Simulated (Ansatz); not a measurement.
# OsPdC4N4: the cost of one run

Program: Ansatz 0.2.0. Level of theory: DFT PBE, scalar-relativistic, plane waves, PAW. These are calculated values, not measurements.

## (1) Starting point

Symmetry: P-43m, No. 215, cubic system. The conventional cell has a = 5.884 Å, b = 5.884 Å, c = 5.884 Å, α = 90.00°, β = 90.00°, γ = 90.00°. Pd (site symmetry -43m) is surrounded by 4 N at 2.03 Å. Os (site symmetry -43m) has 4 C at 1.90 Å in its first shell of neighbours. C (site symmetry 3m) is surrounded by 1 N at 1.17 Å and 1 Os at 1.90 Å. N (site symmetry 3m) has 1 C at 1.17 Å and 1 Pd at 2.03 Å in its first shell of neighbours.

Structure file:

```xyz
10
Lattice="5.8844 0.0000 0.0000 0.0000 5.8844 0.0000 0.0000 0.0000 5.8844" Properties=species:S:1:pos:R:3 pbc="T T T"
Pd    2.9422    2.9422    2.9422
Os    0.0000    0.0000    0.0000
C     1.0947    1.0947    1.0947
C     1.0947    4.7897    4.7897
C     4.7897    1.0947    4.7897
C     4.7897    4.7897    1.0947
N     1.7702    1.7702    1.7702
N     1.7702    4.1142    4.1142
N     4.1142    1.7702    4.1142
N     4.1142    4.1142    1.7702
```

The cell is invented: two interpenetrating cyanide-bridged diamond nets (P-43m, No. 215). The dimensions are guesses.

## (2) Probe: one point on a coarse mesh

Input file input.yaml:

```yaml
crystal:
  lattice:
    - [5.88435394, 0.0, 0.0]
    - [0.0, 5.88435394, 0.0]
    - [0.0, 0.0, 5.88435394]
  atoms:
    - { symbol: Pd, position: [0.5, 0.5, 0.5] }
    - { symbol: Os, position: [0.0, 0.0, 0.0], spin: 1.0 }
    - { symbol: C, position: [0.18602826, 0.18602826, 0.18602826] }
    - { symbol: C, position: [0.18602826, 0.81397174, 0.81397174] }
    - { symbol: C, position: [0.81397174, 0.18602826, 0.81397174] }
    - { symbol: C, position: [0.81397174, 0.81397174, 0.18602826] }
    - { symbol: "N", position: [0.30082418, 0.30082418, 0.30082418] }
    - { symbol: "N", position: [0.30082418, 0.69917582, 0.69917582] }
    - { symbol: "N", position: [0.69917582, 0.30082418, 0.69917582] }
    - { symbol: "N", position: [0.69917582, 0.69917582, 0.30082418] }
basis:
  ecutwfc: 420
kpoints:
  mp_grid: { grid: [4, 4, 4] }
hamiltonian:
  xc: pbe
scf:
  occupations: { method: gaussian, width: 0.1 }
  lower_state_search: "off"
output:
  forces: true
  stress: true
  eigenvalues: true
  populations: true
magnetization:
  spin_polarized: true
```

Launch:

```
$ ansatz run input.yaml --threads 1 --pin off --max-ram 2560MiB --backend cpu --events-out ev --progress --plain --runs-dir out
```

What time and memory should one allow on 1 thread of Intel Xeon Platinum 8488C (Sapphire Rapids), shared host?

About 19 s, with a peak of 0.53 GiB.
